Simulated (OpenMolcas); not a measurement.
# Mo⁵⁺ among point charges: CASSCF and CASPT2 levels and susceptibility

Aim: the splitting of the states of Mo⁵⁺ in the field of 6 point charges, its lowest levels with spin-orbit coupling and its magnetic susceptibility.

Program: OpenMolcas 26.06. Level of theory: state-averaged CASSCF and CASPT2, spin-orbit coupling by RASSI with atomic mean-field integrals. These are calculated values, not measurements, unless marked.

**1. What is computed**

```
Species                           : Mo⁵⁺ (molybdenum, Z = 42, 37 electrons)
Basis                             : ANO-RCC-VDZP [6s5p3d1f], 43 functions
Scalar Hamiltonian                : DKH2, point nucleus
Inactive shells                   : 1s 2s 2p 3s 3p 3d 4s 4p
Active space                      : 1 electron in 5 orbitals (4d)
Some configurations of this space : 4d
Orbitals                          : optimised for each spin and parity, averaged over all roots
```

The outer shells:

4d
```
4d [↑ ][  ][  ][  ][  ]
```

The ion sits among 6 point charges of -1.7 e arranged as a trigonal prism (D3h), 2.19 Å from the ion, with a polar angle of 42.2° against the regular 49.1°.

The work runs as a chain of OpenMolcas steps in one folder; each step below is one input file. Labels, J, g values, rates, χT and fits are worked out afterwards by a script from the matrices that RASSI stores.

**2. Basis and integrals**

Contents of a.inp:

```
&GATEWAY
Coord
1

Mo 0.0 0.0 0.0
Basis=ANO-RCC-VDZP
Group=NoSym
NoMove
AngMom=0.0 0.0 0.0
AMFI
XField
6 Angstrom 0
1.471804 0.000000 1.621694 -1.700000
-0.735902 1.274620 1.621694 -1.700000
-0.735902 -1.274620 1.621694 -1.700000
1.471804 0.000000 -1.621694 -1.700000
-0.735902 1.274620 -1.621694 -1.700000
-0.735902 -1.274620 -1.621694 -1.700000
&SEWARD
```

Command:

```bash
> OMP_NUM_THREADS=1 MOLCAS_MEM=1689 MOLCAS_PROJECT=a pymolcas a.inp > a.log
```

**3. Reference wave functions, doublets, 5 roots**

Contents of a.inp:

```
&RASSCF
FileOrb=start.orb
Symmetry=1
Spin=2
nActEl=1 0 0
Inactive=18
Ras2=5
CIRoot=5 5 1
SDav=5
CIMx=300
Iter=120 100
PrWF=0.3
OrbListing=Nothing
MaxOrb=0
>>> COPY $Project.JobIph JOB001
```

start.orb holds the contracted functions of the basis, ordered by shell, or the orbitals of the step before.

**4. RASSI: spin-orbit coupling between the states**

Contents of a.inp:

```
&RASSI
NrOfJobIphs=1 5
1 2 3 4 5
IphNames
JOB001
EJob
SpinOrbit
DIPRint=1.0
SOCoupling=1000.0
Subsets=2
Property=9
'ANGMOM' 1 'ANGMOM' 2 'ANGMOM' 3 'MLTPL  1' 1 'MLTPL  1' 2 'MLTPL  1' 3
'AMFI' 1 'AMFI' 2 'AMFI' 3
SOProperty=3
'ANGMOM' 1 'ANGMOM' 2 'ANGMOM' 3
```

**5. CASPT2: IPEA 0.25, imaginary shift 0.1 (closed shells correlated: 4s 4p)**

Contents of a.inp:

```
>>> COPY JOB001 $Project.JobIph
&CASPT2
Multistate=5 1 2 3 4 5
NoMult
Frozen=14
IPEA=0.25
Imaginary=0.1
MaxIter=60
WThr=0.0 0.3 0.05
PrWF=0.5
NoMix
```

(Steps that only read results are left out.)

**Question.** What will these runs give? Wanted: spin-free ground state; first state of the same spin within the active space; lowest level; next level.

**Answer**, as computed:

| quantity | value |
| --- | --- |
| method | SS-CASPT2, IPEA 0.25, imaginary shift 0.1 (closed shells correlated: 4s 4p) |
| spin-free ground state | 2E, 2-fold in its orbital part |
| first state of the same spin within the active space | 2A1 at 10600 cm⁻¹ |
| lowest level | 2-fold E3/2, g = 0.00, 0.00, 2.01 |
| next level | 2059.6 cm⁻¹ |
| χT at 300 K | 0.18 cm³ K/mol |
| effective moment at 300 K | 1.19 μB |

Cost by method:

| method | time of its own steps | time with the reference |
| --- | --- | --- |
| A. CASSCF | 1.4 s | 1.4 s |
| B. SS-CASPT2, IPEA 0.25, imaginary shift 0.1, +4s 4p | 0.52 s | 1.9 s |

Times are of one thread on a shared host.

In words: The spin-free ground state (2E) comes to 100 % from free-ion D terms and keeps the highest spin of the shell. χT at 300 K is 0.18, against 0.38 cm³ K/mol for the spin alone, so orbital moment lowers it. CASPT2 does not keep the components of a term degenerate, and the means are used. The field of point charges can differ much from that of real complexes. Point charges carry no covalency, so the field is a model and not that of real ligands.
